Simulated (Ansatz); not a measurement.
**CH₃K (SMILES [CH3][K]): functionals against CCSD(T) at one geometry**

An exercise on one series of results from a longer session: the logs are not shown, and one member is left open.

The runs use Ansatz 0.2.0, Gaussian basis; single points in def2-TZVPP.

Cores are frozen in the correlated methods. The outer core shell of Li, Na, Mg and K is correlated.

## Where the work starts

SMILES `[CH3][K]`, 5 atoms, charge 0, spin multiplicity 1.

Atoms are counted from 1 here; the program's logs count them from 0.

Bond lengths: C1–K2 2.709 Å, C1–H3 1.092 Å, C1–H4 1.082 Å, C1–H5 1.021 Å. Angles: K2–C1–H3 110.5°, K2–C1–H4 112.6°, K2–C1–H5 111.1°, H3–C1–H4 108.3°, H3–C1–H5 103.3°, H4–C1–H5 110.6°.

As a file:

```
C    -0.2462    0.0729   -0.1437
K     2.0697   -0.7809    0.9724
H    -1.0825   -0.0887    0.5402
H    -0.4674   -0.4294   -1.0767
H    -0.2406    1.0856   -0.2728
```

The first run:

run/in.yaml

```yaml
crystal:
  periodic: [false, false, false]
  atoms:
    - {symbol: C, position_ang: [-0.246200, 0.072900, -0.143700]}
    - {symbol: K, position_ang: [2.069700, -0.780900, 0.972400]}
    - {symbol: H, position_ang: [-1.082500, -0.088700, 0.540200]}
    - {symbol: H, position_ang: [-0.467400, -0.429400, -1.076700]}
    - {symbol: H, position_ang: [-0.240600, 1.085600, -0.272800]}
basis:
  gaussian: {orbitals: def2-TZVPP}
correlation: {method: ccsd_t}
output: {forces: true}
```

No record of the launch command was kept for these runs.

Among the steps run: CCSD(T)/def2-TZVPP; PBE0-D4/def2-TZVPP; wB97M-V/def2-TZVPP; r2SCAN-D4/def2-TZVPP; PBE-D4/def2-TZVPP; wB97X-V/def2-TZVPP; B97M-V/def2-TZVPP.

One table of the session follows, with a row left open; its other results are not shown here.

```
   method  RMS force component (eV/Å)  angle to CCSD(T) forces (°)  dipole (D)
  CCSD(T)                       1.069                    reference        7.81
  PBE0-D4                       1.074                          1.2        7.39
  wB97M-V                       1.050                          1.9        7.96
r2SCAN-D4                           ?                            ?           ?
   PBE-D4                       1.113                          4.0        6.38
  wB97X-V                       1.114                          3.6        8.29
   B97M-V                       1.010                          3.9        6.80
```

**Question.** Estimate the row for r2SCAN-D4.

As computed: RMS force component (eV/Å): 1.067; angle to CCSD(T) forces (°): 1.1; dipole (D): 7.41. In the column «RMS force component (eV/Å)» it lies between wB97M-V (1.050) and CCSD(T) (1.069).
